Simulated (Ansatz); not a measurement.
HSe (charge -1), a test of scalar relativity

Program: the Python package of Ansatz (0.2.0).

The cells in order, each with its output:

```python
import ansatz as az
import numpy as np
```

```python
GEOMETRY = """
H     0.00000    0.00000    0.00000
Se    0.00000    0.00000    1.53500
"""
```

```python
system = az.Crystal.molecule()
for line in GEOMETRY.strip().splitlines():
    symbol, *xyz = line.split()
    system = system.atom(symbol, [float(v) for v in xyz])
```

```python
calculation = (
    system.calculation()
    .functional("PBE0")
    .charge(-1)
    .scf(lower_state_search="light")
    .forces()
)
# a set contracted for a scalar-relativistic Hamiltonian goes with the relativistic run
sets = {"none": "cc-pVTZ", "scalar": "cc-pVTZ-DK"}
found = {kind: calculation.basis(gaussian=basis).pseudopotentials(relativity=kind).run(threads=1).report for kind, basis in sets.items()}
for kind, each in found.items():
    dipole = 4.803205 * np.linalg.norm(each["charge_distribution"]["dipole_moment_e_ang"])
    print(f"{kind:7s} E = {each['free_energy_ev']:.4f} eV  dipole {dipole:.3f} D  largest force component {np.abs(each['forces_ev_ang']).max():.4f} eV/A")
print(f"relativity lowers the total energy by {found['none']['free_energy_ev'] - found['scalar']['free_energy_ev']:.3f} eV")
```

    none    E = -65360.3269 eV  dipole 0.098 D  largest force component 1.0720 eV/A
    scalar  E = -66130.3763 eV  dipole 0.014 D  largest force component 1.0851 eV/A
    relativity lowers the total energy by 770.049 eV

Reading the output:
- The settings weren't tested for convergence.
- The geometry is a force-field or estimated start, not a minimum of this method. The basis set changes with the Hamiltonian (a set recontracted for scalar relativity), and most of the change in the total lies in the cores.
- An ion's dipole depends on the origin; the program takes it about the centre of nuclear charge.
- Anions want diffuse functions, which this basis lacks.
- Finished in 1.9 s on 1 thread of Arm Neoverse V1, on a shared host, peak memory 0.17 GiB.
